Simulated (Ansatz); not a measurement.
# FGaHI: up Jacob's ladder to CCSD(T)

An exercise on one series of results from a longer session: the logs are not shown, and one member is left open.

Program: Ansatz 0.2.0, Gaussian basis. Level of theory: functionals in def2-TZVPP, the program's frozen cores in correlated methods. These are calculated values, not measurements.

The runs, in order: LDA (SPW92), PBE-D4, revPBE-D4, BLYP-D4, r2SCAN-D4, B97M-V, PBE0-D4, B3LYP-D4, r2SCANh-D4, r2SCAN0-D4, HSE06-D4, BHLYP-D4, CAM-B3LYP-D4, LC-ωPBE, ωB97X-V, ωB97M-V, B2PLYP, PBE-QIDH; CCSD(T)/def2-SVP; CCSD(T)/def2-TZVPP; MP2/def2-QZVPP; extrapolation to the limit; RPA on PBE.

### The relaxed structure

All runs share one geometry, relaxed beforehand with PBE0-D4 in a triple-zeta def2 set. I takes the def2 core potential; no spin-orbit term is included.

4 atoms, charge 0, spin multiplicity 1.

Atoms are counted from 1 here; the program's logs count them from 0.

Bond lengths: F1–Ga2 1.748 Å, Ga2–I3 2.462 Å, Ga2–H4 1.547 Å. Angles: F1–Ga2–I3 114.0°, F1–Ga2–H4 119.0°, I3–Ga2–H4 127.0°.

Set-up of the first run:

Contents of in.yaml:

```yaml
crystal:
  periodic: [false, false, false]
  atoms:
    - {symbol: F, position_ang: [-1.745949, -0.056954, -0.107048]}
    - {symbol: Ga, position_ang: [-0.014981, 0.185446, -0.099785]}
    - {symbol: I, position_ang: [1.256937, -1.693187, 0.856337]}
    - {symbol: H, position_ang: [0.559493, 1.504394, -0.669905]}
basis:
  gaussian: {orbitals: def2-TZVPP}
hamiltonian: {xc: lda}
output: {orbitals: {seedname: orbitals}}
```

Steps of the session up to this table: LDA; PBE-D4 (GGA); revPBE-D4 (GGA); BLYP-D4 (GGA); r2SCAN-D4 (meta-GGA); B97M-V (meta-GGA); PBE0-D4 (hybrid); B3LYP-D4 (hybrid); r2SCANh-D4 (hybrid); r2SCAN0-D4 (hybrid); HSE06-D4 (hybrid); BHLYP-D4 (hybrid); CAM-B3LYP-D4 (range-separated); LC-ωPBE-D4 (range-separated; the results give it without D4); ωB97X-V (range-separated); ωB97M-V (range-separated); B2PLYP (double hybrid); PBE-QIDH (double hybrid).

One of the session's tables, all rows but one given; the rest of the session is left out.

It belongs to the step «Orbital energies across the functionals». 

| functional | HOMO (eV) | LUMO (eV) | gap (eV) |
| --- | --- | --- | --- |
| LDA (SPW92) | -7.05 | -2.76 | 4.28 |
| PBE-D4 | -6.88 | -2.47 | 4.41 |
| revPBE-D4 | -6.82 | -2.35 | 4.47 |
| BLYP-D4 | -6.70 | -2.41 | 4.29 |
| r2SCAN-D4 | -7.19 | -2.24 | 4.95 |
| B97M-V | -7.19 | -2.40 | 4.79 |
| PBE0-D4 | -8.04 | -1.72 | 6.32 |
| B3LYP-D4 | -7.78 | -1.98 | 5.80 |
| r2SCANh-D4 | -7.61 | -1.97 | 5.64 |
| r2SCAN0-D4 | -8.24 | -1.58 | 6.66 |
| HSE06-D4 | -7.64 | -2.09 | 5.56 |
| BHLYP-D4 | -9.01 | -1.00 | 8.01 |
| CAM-B3LYP-D4 | -9.29 | -0.84 | 8.45 |
| LC-ωPBE | -10.63 | 0.34 | 10.97 |
| ωB97X-V | -10.29 | 0.21 | 10.49 |
| ωB97M-V | ? | ? | ? |

Q: Estimate the row for ωB97M-V from the others.

As computed: HOMO (eV): -10.16; LUMO (eV): 0.00; gap (eV): 10.16. In the column «HOMO (eV)» it lies between ωB97X-V (-10.29) and CAM-B3LYP-D4 (-9.29).
